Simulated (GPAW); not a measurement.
The system is Zr3S2.

```
CELL_PARAMETERS angstrom
2.90254 1.67578 3.48777
-2.90254 1.67578 3.48777
0.00000 -3.35156 3.48777
ATOMIC_POSITIONS crystal
Zr 0.83873 0.50000 0.16127
Zr 0.50000 0.16127 0.83873
Zr 0.16127 0.83873 0.50000
S 0.66502 0.66502 0.66502
S 0.33498 0.33498 0.33498
```

The cell comes from a database or a generator and needn't be the stable form of this composition.

* Program: GPAW 26.7.0
* Task: single point
* Functional: PBEsol
* Potentials or basis: PAW data sets generated in the run's folder for this functional
* Cutoff: 600 eV
* Basis: pw
* k mesh: 6 × 6 × 6
* Occupations: fermi-dirac, width 0.05 eV
* Spin: no spin polarisation

On this cell: pressure -5.5 GPa; largest force 0.145 eV/Å; band gap on the k mesh none (metal or under the smearing width).

The same run follows on a disturbed copy (atoms moved at random, drawn with an rms of 0.05 Å):

```
CELL_PARAMETERS angstrom
2.90254 1.67578 3.48777
-2.90254 1.67578 3.48777
0.00000 -3.35156 3.48777
ATOMIC_POSITIONS crystal
Zr 0.84516 0.49576 0.14686
Zr 0.49626 0.16190 0.84770
Zr 0.14023 0.85679 0.49747
S 0.65685 0.66433 0.66125
S 0.33267 0.34574 0.33784
```

Q: What changes?

A: The energy (extrapolated to zero smearing) moves by +21.8 meV/atom; pressure -6.1 GPa; largest force 0.896 eV/Å; band gap on the k mesh none (metal or under the smearing width).

Forces on the atoms (eV/Å):
```
Zr  -0.538 -0.626  0.301
Zr  -0.111  0.526 -0.381
Zr   0.879  0.028  0.169
S   -0.230  0.171 -0.037
S    0.000 -0.099 -0.051
```

Stress tensor (GPa, compression positive):
```
-6.54 -0.05  0.21
-0.05 -5.59  0.63
 0.21  0.63 -6.08
```
